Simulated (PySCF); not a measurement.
# SiH(NHiPr)3: geometry, NMR shifts and electronic excitations, part 2 of 2

PySCF 2.14.0. Atoms count from 0. The steps go on from the part before.

## 5. Shielding tensors: B3LYP/pcSseg-1

The job: settings as JSON, then the geometry in Å.

```
{"job": {"kind": "nmr", "xc": "B3LYP", "basis": "pcSseg-1", "pop": false}, "charge": 0, "multiplicity": 1}
Si    -0.005594    -0.006938    -0.423132
H     -0.010477    -0.009373     1.081830
N      1.615671    -0.018447    -1.036674
C      2.805240     0.567855    -0.443538
C      3.397075    -0.306412     0.662091
C      2.519820     1.976739     0.061027
H      1.809175    -0.818472    -1.629383
H      3.566025     0.658031    -1.241843
H      2.688544    -0.394147     1.501582
H      4.340264     0.109736     1.051556
H      3.601835    -1.321687     0.288365
H      1.760760     1.965660     0.860327
H      3.429914     2.437097     0.474427
H      2.145401     2.617582    -0.750827
N     -0.802412     1.403822    -1.039643
C     -1.893106     2.152575    -0.440493
C     -1.409906     3.127223     0.633610
C     -2.958068     1.211450     0.108205
H     -0.208782     1.961871    -1.643916
H     -2.370414     2.748423    -1.241575
H     -0.959119     2.576663     1.475307
H     -2.235053     3.742104     1.028697
H     -0.643575     3.806063     0.228336
H     -2.552767     0.581978     0.917305
H     -3.806161     1.778080     0.521520
H     -3.337391     0.544024    -0.679606
N     -0.824328    -1.403090    -1.044306
C     -0.919631    -2.727060    -0.454389
C     -1.994677    -2.806882     0.629438
C      0.433828    -3.181726     0.077612
H     -1.600275    -1.170066    -1.654470
H     -1.203906    -3.431870    -1.258500
H     -1.735416    -2.150720     1.476068
H     -2.111996    -3.833206     1.013171
H     -2.968636    -2.476543     0.236269
H      0.785901    -2.518592     0.884758
H      0.370428    -4.199825     0.490035
H      1.192346    -3.176709    -0.718933
```

Level: GIAO B3LYP/pcSseg-1 NMR shielding, non-relativistic, gas phase.

The log of the run:

```text
coarse grid: 30088 points
cycle   1  E = -811.5261049869  dE =  9.939e-01  |g| = 8.721e-01  |ddm| = 5.255e+00
cycle   2  E = -811.3938719196  dE =  1.322e-01  |g| = 1.156e+00  |ddm| = 1.972e+00
cycle   3  E = -811.7065216438  dE = -3.126e-01  |g| = 1.063e-01  |ddm| = 1.293e+00
cycle   4  E = -811.7085731708  dE = -2.052e-03  |g| = 4.538e-02  |ddm| = 1.386e-01
cycle   5  E = -811.7090351001  dE = -4.619e-04  |g| = 6.920e-03  |ddm| = 4.129e-02
cycle   6  E = -811.7090434643  dE = -8.364e-06  |g| = 2.633e-03  |ddm| = 7.813e-03
final grid: 280080 points
cycle   7  E = -811.8047685095  dE = -1.037e-04  |g| = 1.090e-02  |ddm| = 5.115e-02
cycle   8  E = -811.8047480171  dE =  2.049e-05  |g| = 1.417e-02  |ddm| = 2.258e-02
cycle   9  E = -811.8047986786  dE = -5.066e-05  |g| = 6.101e-04  |ddm| = 1.300e-02
cycle  10  E = -811.8047987286  dE = -5.002e-08  |g| = 3.454e-04  |ddm| = 8.471e-04
cycle  11  E = -811.8047987528  dE = -2.418e-08  |g| = 8.048e-05  |ddm| = 3.394e-04
cycle  12  E = -811.8047987540  dE = -1.195e-09  |g| = 2.845e-05  |ddm| = 1.045e-04
cycle  13  E = -811.8047987542  dE = -1.803e-10  |g| = 4.325e-06  |ddm| = 2.680e-05
converged SCF energy = -811.8047987542

GIAO shielding tensors (ppm)
atom      isotropic    diamagn.    paramagn.     s11        s22        s33       span
  0 Si     390.948     888.464    -497.516    345.911    413.194    413.738     67.827
  1 H       25.526      37.770     -12.244     24.833     24.887     26.857      2.024
  2 N      191.567     332.113    -140.546    149.304    191.801    233.595     84.291
  3 C      130.584     239.829    -109.246    111.820    127.360    152.571     40.751
  4 C      149.524     247.947     -98.423    127.739    144.623    176.211     48.472
  5 C      151.308     249.740     -98.432    136.257    145.564    172.103     35.847
  6 H       31.072      38.987      -7.915     23.754     30.820     38.643     14.889
  7 H       28.420      29.741      -1.321     24.506     26.575     34.177      9.671
  8 H       29.995      32.552      -2.558     27.385     29.928     32.670      5.285
  9 H       30.404      28.477       1.926     25.886     28.039     37.285     11.399
 10 H       30.252      30.732      -0.480     26.499     29.288     34.971      8.472
 11 H       30.064      34.550      -4.486     26.497     29.995     33.698      7.202
 12 H       30.329      29.294       1.036     25.935     28.275     36.778     10.842
 13 H       30.018      32.755      -2.738     26.189     29.293     34.572      8.383
 14 N      191.469     332.174    -140.704    149.282    192.294    232.832     83.550
 15 C      130.573     239.764    -109.190    111.848    127.318    152.555     40.707
 16 C      149.331     247.914     -98.583    127.868    144.124    176.001     48.132
 17 C      151.590     249.808     -98.218    136.398    145.862    172.511     36.113
 18 H       31.088      39.009      -7.921     23.819     30.833     38.613     14.794
 19 H       28.404      29.700      -1.296     24.475     26.552     34.185      9.710
 20 H       30.015      32.502      -2.487     27.435     29.924     32.686      5.251
 21 H       30.392      28.422       1.970     25.877     28.028     37.270     11.393
 22 H       30.248      30.669      -0.421     26.508     29.279     34.958      8.450
 23 H       30.052      34.508      -4.457     26.591     29.998     33.566      6.975
 24 H       30.336      29.288       1.048     25.926     28.274     36.807     10.881
 25 H       30.000      32.806      -2.806     26.112     29.333     34.554      8.441
 26 N      191.726     332.142    -140.417    149.154    192.367    233.656     84.502
 27 C      130.624     239.687    -109.063    111.809    127.459    152.603     40.794
 28 C      149.389     247.897     -98.508    127.616    144.382    176.169     48.554
 29 C      151.438     249.766     -98.328    136.268    145.664    172.381     36.112
 30 H       31.066      38.937      -7.871     23.761     30.819     38.618     14.857
 31 H       28.419      29.696      -1.278     24.497     26.579     34.180      9.683
 32 H       30.008      32.503      -2.495     27.411     29.923     32.689      5.278
 33 H       30.402      28.430       1.972     25.888     28.030     37.288     11.400
 34 H       30.251      30.689      -0.438     26.519     29.259     34.975      8.456
 35 H       30.066      34.543      -4.477     26.555     30.024     33.618      7.063
 36 H       30.338      29.296       1.042     25.931     28.283     36.799     10.868
 37 H       30.020      32.771      -2.751     26.164     29.317     34.580      8.416
```

Run time: 94 s. Hardware: 2 threads of Intel Xeon Platinum 8375C at 2.90GHz, shared host; peak memory 2.8 GiB.

This run: δ C3 48.6, C4 28.8, Si0 -53.1, N2 71.9, H1 5.86, H7 2.97 ppm (means over like atoms).

## 6. Run by run: NMR shifts

Shifts (ppm) of some atoms, chosen among heavy atoms and hydrogens apart, means over like atoms, with basis size and wall time:

```tsv
run	C3	C4	H1	H7	H8	Si0	N2	functions	time
PBE0/pcSseg-1	46.7	28.1	5.94	2.95	1.19	-49.1	67.6	353	1.9 min
B3LYP/pcSseg-1	48.6	28.8	5.86	2.97	1.21	-53.1	71.9	353	94 s
```

## 7. What came out

The summary covers parts 1 to 2.

```
                                                               quantity                        value
                                   rotational constants (main isotopes)         0.61, 0.60, 0.34 GHz
13C shifts against TMS (PBE0/pcSseg-1, means over atoms taken as alike)               46.7, 28.1 ppm
 1H shifts against TMS (PBE0/pcSseg-1, means over atoms taken as alike)   5.94, 2.95, 1.19, 0.32 ppm
                                29Si shifts against TMS (PBE0/pcSseg-1)                    -49.1 ppm
15N shifts against NH3 (PBE0/pcSseg-1, means over atoms taken as alike)                     67.6 ppm
                                  surface potential, least and greatest           -1.03 V and 1.06 V
                                   lowest singlet (CAM-B3LYP/def2-SVPD)  6.02 eV (206 nm), f = 0.017
                                                         lowest triplet                      5.84 eV
                                               range of the shift of N2             67.6 to 71.9 ppm
```

What this shows: The start was shaken at random, so part of the energy gained undoes that. The optimisation took 10 steps and gained 1.956 eV; among the close pairs (by a distance rule), N2–C3 changed most, from 1.591 to 1.453 Å. No frequency check was run at this level, so the end point may be a saddle. At PBE0/pcSseg-1: Shielding is most anisotropic at N2, N14, N26 (span 82 ppm, paramagnetic term -134 ppm). The lowest singlet, at 6.02 eV, is HOMO→LUMO 0.62, HOMO→LUMO+3 0.10 and is weak; of the 10 states computed, the strongest absorption comes from states 2 to 3 together at 6.16 eV. The lowest triplet lies 0.18 eV below the lowest singlet (triplets in Tamm-Dancoff, singlets in full TDDFT). In ppm, N2 (with its like atoms) moves most: its shift spreads over 4.3 ppm, from 67.6 (PBE0/pcSseg-1) to 71.9 (B3LYP/pcSseg-1).
